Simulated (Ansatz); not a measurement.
Task: a charge-density difference against the sublattices of ScHg, space group Pm-3m, with Ansatz's Python interface. Give the script and its output. Use (first run): LDA, PAW, cutoff 460 eV, 7×7×7 k-points, Fermi-Dirac smearing of 0.01 eV.

```
CELL_PARAMETERS angstrom
3.48000 0.00000 0.00000
0.00000 3.48000 0.00000
0.00000 0.00000 3.48000
ATOMIC_POSITIONS crystal
Sc 0.50000 0.50000 0.50000
Hg 0.00000 0.00000 0.00000
```

The script, `drho_schg.py`:
```python
# -*- coding: utf-8 -*-
"""Density of ScHg less that of its sublattices."""

import ansatz
import numpy as np

VECTORS = np.array([
    [3.48, 0.0, 0.0],
    [0.0, 3.48, 0.0],
    [0.0, 0.0, 3.48],
])
SITES = [
    ("Sc", (0.5, 0.5, 0.5)),
    ("Hg", (0.0, 0.0, 0.0)),
]


def build(cell):
    crystal = ansatz.Crystal(lattice=ansatz.Lattice.of(cell))
    for symbol, position in SITES:
        crystal = crystal.atom(symbol, position)
    return crystal

# same cell, cutoff and mesh for the crystal and its parts
def solve(crystal):
    return (
        crystal.calculation()
        .functional(ansatz.Functional.LDA)
        .occupations("fermi_dirac", width=10 * ansatz.meV)
        .scf(extra_bands=8, lower_state_search="off", algorithm="direct_min")
        .basis(460, grid_basis="typed")
        .kpoints(7, 7, 7)
        .density()
        .run(threads=1)
    )


whole = solve(build(VECTORS))
difference = whole.density().channels[0].density_e_per_ang3.copy()
binding = whole.report["free_energy_ev"]
for element in ["Sc", "Hg"]:
    part = ansatz.Crystal(lattice=ansatz.Lattice.of(VECTORS))
    for symbol, position in SITES:
        if symbol == element:
            part = part.atom(symbol, position)
    alone = solve(part)
    difference -= alone.density().channels[0].density_e_per_ang3
    binding -= alone.report["free_energy_ev"]
    print(f"{element} sublattice: {alone.report['n_electrons']:g} electrons, {alone.report['n_iterations']} iterations")

voxel = abs(np.linalg.det(VECTORS)) / difference.size
print(f"energy of the crystal less its unpolarised sublattices: {binding / len(SITES):.4f} eV/atom")
print(f"net charge of the difference {difference.sum() * voxel:.5f} e, charge moved {0.5 * np.abs(difference).sum() * voxel:.3f} e")
print(f"extremes {difference.min():.4f} and {difference.max():.4f} e/A^3")
for (symbol, position) in SITES:
    index = tuple(int(round(p * n)) % n for p, n in zip(position, difference.shape))
    print(f"  change of the pseudo-density at the grid point nearest {symbol}: {difference[index]:+.4f} e/A^3")
profile = difference.mean(axis=(0, 1))
print("planar mean along the third vector:", np.round(profile[:: max(len(profile) // 12, 1)], 4))
```

`python drho_schg.py` gives:
```text
Sc sublattice: 11 electrons, 4 iterations
Hg sublattice: 20 electrons, 4 iterations
energy of the crystal less its unpolarised sublattices: -1.6061 eV/atom
net charge of the difference 0.00000 e, charge moved 0.355 e
extremes -0.2427 and 0.0366 e/A^3
  change of the pseudo-density at the grid point nearest Sc: -0.0276 e/A^3
  change of the pseudo-density at the grid point nearest Hg: -0.2427 e/A^3
planar mean along the third vector: [-0.0118 -0.011  -0.0032  0.0071  0.0101  0.006  -0.0046  0.0003  0.0093
  0.0094  0.0026 -0.0083 -0.0117]
```

Caveats:
- The settings weren't tested for convergence.
- Spin-orbit coupling, which matters for elements this heavy, is left out.
- Grid values close to the nuclei reflect the PAW or pseudopotential construction, not the all-electron fields.
- The starting cell is as deposited in a crystallographic database; the results hold for this polymorph, which needn't be the stable one.
- Charge moved counts every rearrangement, bonding and polarisation too, and is no transfer between atoms; the bare sublattices are artificial references. Values near the nuclei depend on the potentials.
- Hardware and time: 4.8 s on 1 thread of AMD EPYC 7B13 (Zen 3), on a shared host, peak memory 0.41 GiB.

(A comment or docstring line of the script was reworded after the run, the code is as it ran; lines on the test bed's own set-up are left out of the output.)
